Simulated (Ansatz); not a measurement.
# HfPbO3: further runs on the relaxed cell

Aim: for HfPbO3, fit an equation of state.

Program: Ansatz 0.2.0. Level of theory: DFT r2SCAN, scalar-relativistic, plane waves, PAW. These are calculated values, not measurements.

1 further run of the same task is left out (set aside as unsound or not needed).

**1. The structure to begin with**

It takes space group Pm-3m (No. 221, cubic). The conventional cell has a = 4.132 Å, b = 4.132 Å, c = 4.132 Å, α = 90.00°, β = 90.00°, γ = 90.00°. Hf (site symmetry m-3m) has 6 O at 2.07 Å as nearest neighbours. Around Pb (site symmetry m-3m) lie 12 O at 2.92 Å. O (site symmetry 4/mmm) is surrounded by 2 Hf at 2.07 Å and 4 Pb at 2.92 Å.

Coordinates:

```
CELL_PARAMETERS angstrom
4.13233 0.00000 0.00000
0.00000 4.13233 0.00000
0.00000 0.00000 4.13233
ATOMIC_POSITIONS crystal
Hf 0.50000 0.50000 0.50000
Pb 0.00000 0.00000 0.00000
O 0.00000 0.50000 0.50000
O 0.50000 0.00000 0.50000
O 0.50000 0.50000 0.00000
```

It goes back to an entry of the Materials Project, which need not be the stable form.

This cell was relaxed beforehand with the same method: volume 14.11 Å³/atom, gap on the mesh 2.91 eV.

**2. The cell scaled to 0.97 of its volume**

Contents of input.yaml:

```yaml
crystal:
  lattice:
    - [4.0905836977, 0.0, 0.0]
    - [0.0, 4.0905836977, 0.0]
    - [0.0, 0.0, 4.0905836977]
  atoms:
    - { symbol: Hf, position: [0.5, 0.5, 0.5] }
    - { symbol: Pb, position: [0.0, 0.0, 0.0] }
    - { symbol: O, position: [0.0, 0.5, 0.5] }
    - { symbol: O, position: [0.5, 0.0, 0.5] }
    - { symbol: O, position: [0.5, 0.5, 0.0] }
basis:
  ecutwfc: 500
kpoints:
  mp_grid: { grid: [6, 6, 6] }
hamiltonian:
  xc: r2scan
scf:
  occupations: { method: gaussian, width: 0.02 }
output:
  forces: true
  stress: true
  eigenvalues: true
```

Run with:

```
$ ansatz run input.yaml --threads 2 --pin off --max-ram 5120MiB --backend cpu --events-out ev --progress --plain --runs-dir out
```

**3. The cell scaled to 1.03 of its volume**

Changes to input.yaml since step 2:

```diff
@@ -2,5 +2,5 @@
   lattice:
-    - [4.0905836977, 0.0, 0.0]
-    - [0.0, 4.0905836977, 0.0]
-    - [0.0, 0.0, 4.0905836977]
+    - [4.1732440228, 0.0, 0.0]
+    - [0.0, 4.1732440228, 0.0]
+    - [0.0, 0.0, 4.1732440228]
   atoms:
```

**4. Point at V/V0 = 0.94**

Changes to input.yaml since step 3:

```diff
@@ -2,5 +2,5 @@
   lattice:
-    - [4.1732440228, 0.0, 0.0]
-    - [0.0, 4.1732440228, 0.0]
-    - [0.0, 0.0, 4.1732440228]
+    - [4.047970352, 0.0, 0.0]
+    - [0.0, 4.047970352, 0.0]
+    - [0.0, 0.0, 4.047970352]
   atoms:
```

**5. Point at V/V0 = 1.06**

Changes to input.yaml since step 4:

```diff
@@ -2,5 +2,5 @@
   lattice:
-    - [4.047970352, 0.0, 0.0]
-    - [0.0, 4.047970352, 0.0]
-    - [0.0, 0.0, 4.047970352]
+    - [4.213373831, 0.0, 0.0]
+    - [0.0, 4.213373831, 0.0]
+    - [0.0, 0.0, 4.213373831]
   atoms:
@@ -23 +23,5 @@
   eigenvalues: true
+  write_density: true
+  write_potential: true
+  elf: true
+  volumetric_format: npy
```

**6. Point at V/V0 = 0.91**

Changes to input.yaml since step 5:

```diff
@@ -2,5 +2,5 @@
   lattice:
-    - [4.213373831, 0.0, 0.0]
-    - [0.0, 4.213373831, 0.0]
-    - [0.0, 0.0, 4.213373831]
+    - [4.0044404154, 0.0, 0.0]
+    - [0.0, 4.0044404154, 0.0]
+    - [0.0, 0.0, 4.0044404154]
   atoms:
@@ -23,5 +23 @@
   eigenvalues: true
-  write_density: true
-  write_potential: true
-  elf: true
-  volumetric_format: npy
```

**7. Volume × 1.10**

Changes to input.yaml since step 6:

```diff
@@ -2,5 +2,5 @@
   lattice:
-    - [4.0044404154, 0.0, 0.0]
-    - [0.0, 4.0044404154, 0.0]
-    - [0.0, 0.0, 4.0044404154]
+    - [4.2657192309, 0.0, 0.0]
+    - [0.0, 4.2657192309, 0.0]
+    - [0.0, 0.0, 4.2657192309]
   atoms:
```

**8. Point at V/V0 = 0.88**

Changes to input.yaml since step 7:

```diff
@@ -2,5 +2,5 @@
   lattice:
-    - [4.2657192309, 0.0, 0.0]
-    - [0.0, 4.2657192309, 0.0]
-    - [0.0, 0.0, 4.2657192309]
+    - [3.9599429499, 0.0, 0.0]
+    - [0.0, 3.9599429499, 0.0]
+    - [0.0, 0.0, 3.9599429499]
   atoms:
```

(Steps that only read results are left out.)

**Question.** What will these runs give? Wanted: equilibrium volume of the fit; bulk modulus.

As calculated:

| quantity | value |
| --- | --- |
| equilibrium volume of the fit | 14.11 Å³/atom |
| bulk modulus | 179 GPa |
| its pressure derivative | 4.3 |

The fit puts the minimum at 14.11 Å³/atom with B = 179 GPa and B' = 4.3. The gap on the mesh goes from 2.94 eV at the smallest volume to 2.62 eV at the largest. Spin-orbit coupling is left out, which matters for the bands of Hf, Pb.
